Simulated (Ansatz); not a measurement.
# Cd3AgF: what a guessed cell relaxes into

The task: take a trial cell of Cd3AgF to zero force and stress.

Program: Ansatz 0.2.0. Level of theory: DFT PBE, scalar-relativistic, plane waves, PAW. These are calculated values, not measurements.

**1. Starting point**

It takes space group Cmmm (No. 65, orthorhombic). The conventional cell has a = 6.597 Å, b = 6.882 Å, c = 4.539 Å, α = 90.00°, β = 90.00°, γ = 90.00°. Around Cd (site symmetry 2mm) lie 1 F at 1.50 Å. Around Cd (site symmetry mmm) lie 2 F at 2.27 Å. Around Ag (site symmetry mmm) lie 8 Cd at 2.90 to 3.44 Å. F (site symmetry mmm) has 2 Cd at 1.50 Å in its first shell of neighbours.

As a file:

```
CELL_PARAMETERS angstrom
3.29834 -3.44106 0.00000
3.29834 3.44106 0.00000
0.00000 0.00000 4.53936
ATOMIC_POSITIONS crystal
Cd 0.22739 0.22739 0.50000
Cd 0.77261 0.77261 0.50000
Cd 0.00000 0.00000 0.00000
Ag 0.50000 0.50000 0.00000
F 0.00000 0.00000 0.50000
```

A structure generator made this guess: random cell by space group and Wyckoff sites (Cmmm, No. 65). Lengths come from tabulated atomic sizes and are only a guess.

**2. Probe: one point on a coarse mesh**

Input file input.yaml:

```yaml
crystal:
  lattice:
    - [3.29833995, -3.44105841, 0.0]
    - [3.29833995, 3.44105841, 0.0]
    - [0.0, 0.0, 4.53935771]
  atoms:
    - { symbol: Cd, position: [0.22739442, 0.22739442, 0.5] }
    - { symbol: Cd, position: [0.77260558, 0.77260558, 0.5] }
    - { symbol: Cd, position: [0.0, 0.0, 0.0] }
    - { symbol: Ag, position: [0.5, 0.5, 0.0] }
    - { symbol: F, position: [0.0, 0.0, 0.5] }
basis:
  ecutwfc: 420
kpoints:
  mp_grid: { grid: [4, 4, 4] }
hamiltonian:
  xc: pbe
scf:
  occupations: { method: gaussian, width: 0.1 }
  lower_state_search: "off"
output:
  forces: true
  stress: true
  eigenvalues: true
```

The run is started by

```bash
$ ansatz run input.yaml --threads 1 --pin off --max-ram 2560MiB --backend cpu --events-out ev --progress --plain --runs-dir out
```

The session goes on with these runs: spin check on a coarse mesh; a loose first relaxation; relaxation on the finer mesh.

What does the calculation give? Wanted: conventional cell; volume; energy over the elements; gap on the mesh.

The runs gave:

| quantity | value |
| --- | --- |
| symmetry at the end (tolerance 0.05 Å) | space group Cmmm (No. 65) |
| conventional cell | a = 5.806 Å, b = 7.708 Å, c = 5.026 Å, α = 90.00°, β = 90.00°, γ = 90.00° |
| volume | 22.49 Å³/atom |
| energy over the elements (uncorrected; H, N, O, F and Cl as molecules) | -0.36 eV/atom |
| gap on the mesh | none (metal) |

**Reading.** The space group Cmmm (No. 65) is kept, and the volume per atom grows by 9.2 % from the first guess. A negative formation energy is needed for stability but isn't enough; other structures and compounds were not set against it here. No finished test with a distortion of lower symmetry is shown, so the end may be a saddle point. A spin-polarised run here lost its starting moments, which speaks against magnetism, though one start doesn't rule it out. Where forces pass 15 eV/Å atoms stand far too close, the PAW spheres overlap strongly and those numbers are rough. Other magnetic orders were not searched.
